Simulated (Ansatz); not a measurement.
# H5NO2SiTe: basis-set convergence

Aim: see how fast density functionals converge with the basis set for H5NO2SiTe.

The runs use Ansatz 0.2.0, Gaussian basis; one geometry, several basis sets.

Levels to be run: PBE0-D4/def2-SVP; ωB97M-V/def2-SVP; PBE0-D4/def2-QZVPP; ωB97M-V/def2-QZVPP; the functionals' def2-TZVPP values are taken from earlier runs.

## (1) The geometry

An earlier PBE0-D4 in a triple-zeta def2 set relaxation fixed the geometry. Te takes the def2 core potential; no spin-orbit term is included.

SMILES `N[Si](O)(O)[TeH]`, 10 atoms, charge 0, spin multiplicity 1.

Atoms are counted from 1 here; the program's logs count them from 0.

Bond lengths: N1–Si2 1.699 Å, N1–H6 1.007 Å, N1–H7 1.007 Å, Si2–O3 1.638 Å, Si2–O4 1.637 Å, Si2–Te5 2.501 Å, O3–H8 0.959 Å, O4–H9 0.961 Å, Te5–H10 1.658 Å. Angles: Si2–N1–H6 120.4°, Si2–N1–H7 118.9°, H6–N1–H7 111.8°, N1–Si2–O3 102.8°, N1–Si2–O4 110.6°, N1–Si2–Te5 118.9°, O3–Si2–O4 115.5°, O3–Si2–Te5 110.8°, O4–Si2–Te5 98.9°, Si2–O3–H8 115.6°, Si2–O4–H9 115.8°, Si2–Te5–H10 90.8°.

## (2) PBE0-D4 in def2-SVP

File in.yaml:

```yaml
crystal:
  periodic: [false, false, false]
  atoms:
    - {symbol: N, position_ang: [-1.229843, -0.283343, -0.817291]}
    - {symbol: Si, position_ang: [0.018810, -0.021940, 0.304558]}
    - {symbol: O, position_ang: [0.855634, -1.429133, 0.250445]}
    - {symbol: O, position_ang: [-0.595603, 0.376934, 1.769019]}
    - {symbol: Te, position_ang: [1.546817, 1.931823, -0.018970]}
    - {symbol: H, position_ang: [-1.868622, 0.459018, -1.049797]}
    - {symbol: H, position_ang: [-1.059557, -0.890839, -1.602503]}
    - {symbol: H, position_ang: [1.747067, -1.394910, 0.601861]}
    - {symbol: H, position_ang: [-1.329284, -0.161764, 2.075762]}
    - {symbol: H, position_ang: [1.997580, 1.363054, -1.510186]}
basis:
  gaussian: {orbitals: def2-SVP}
hamiltonian: {xc: pbe0, dispersion: d4}
output: {orbitals: {seedname: orbitals}}
```

Further steps of the session: ωB97M-V in def2-SVP; PBE0-D4 in def2-QZVPP; ωB97M-V in def2-QZVPP.

Q: Predict the results of all the runs planned. Wanted: PBE0-D4: double and triple zeta above quadruple; ωB97M-V: double and triple zeta above quadruple.

As calculated:

| quantity | value |
| --- | --- |
| PBE0-D4: double and triple zeta above quadruple | 11.25, 0.67 eV |
| ωB97M-V: double and triple zeta above quadruple | 11.41, 0.64 eV |

What this shows: PBE0-D4 gains 10.57 eV from double to triple zeta, then 0.67 eV more. Total energies overstate the basis error of differences, where much of it tends to cancel. The LUMO of ωB97M-V is positive and keeps falling with the basis (2.01 to 1.24 eV): an unbound level that the basis holds in place.
